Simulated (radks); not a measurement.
**Polarisabilities and dispersion coefficients of Li, Be⁺, B²⁺ and others**

One table from this session's results is given with a row withheld; the runs are named, their logs left out.

Method: scalar-relativistic Kohn-Sham, LB94 model potential, spin-unpolarised, spherical densities, finite nucleus. Code: radks (a radial shooting solver on a logarithmic mesh, Libxc functionals) version 1.

### What is computed

| Quantity | Value |
| --- | --- |
| species | Li ([He] 2s1), Be⁺ ([He] 2s1), B²⁺ ([He] 2s1), C³⁺ ([He] 2s1), N⁴⁺ ([He] 2s1), O⁵⁺ ([He] 2s1), F⁶⁺ ([He] 2s1), Ne⁷⁺ ([He] 2s1) |

LB94 adds a gradient term to the LDA potential that gives it a −1/r tail. It is a model potential with no energy functional, so Etot and Exc are not given.

Set-up of the first run:

Settings of this run:

```text
Z 3
configuration [He] 2s1
relativity scalar-relativistic
functional lda,pw
model_potential LB94
spin unpolarised
nucleus finite rms 2.444 fm
c 137.035999084
response adiabatic LDA kernel
```

Steps of the session up to this table: Li, [He] 2s1; Be⁺, [He] 2s1; B²⁺, [He] 2s1; C³⁺, [He] 2s1; N⁴⁺, [He] 2s1; O⁵⁺, [He] 2s1; F⁶⁺, [He] 2s1; Ne⁷⁺, [He] 2s1.

One table of the session follows, with a row left open; its other results are not shown here.

```
species  −ε(HOMO) (eV)  α (bohr³)  α uncoupled (bohr³)  C6 (hartree bohr⁶)  C8 (hartree bohr⁸)
     Li          5.059      130.5                169.0               953.4               78425
    Be⁺              ?          ?                    ?                   ?                   ?
    B²⁺         36.863      6.488                8.947               7.668               73.13
    C³⁺         63.024      2.890                4.006               2.016               10.23
    N⁴⁺         96.002      1.532                2.127              0.7012               2.139
    O⁵⁺         135.80     0.9069                1.260              0.2926              0.5809
    F⁶⁺         182.43     0.5800               0.8060              0.1387              0.1899
   Ne⁷⁺         235.90     0.3926               0.5451             0.07226             0.07133
```

Estimate the missing values for Be⁺.

The run gave: −ε(HOMO) (eV): 17.525; α (bohr³): 19.91; α uncoupled (bohr³): 27.09; C6 (hartree bohr⁶): 47.84; C8 (hartree bohr⁸): 1056. In the column «−ε(HOMO) (eV)» it lies between Li (5.059) and B²⁺ (36.863).

Uncoupled leaves out the potential induced by the response; Li is the most polarisable and Ne⁷⁺ the least, a factor 332 apart. C8 is given only where no p, d or f shell is open.
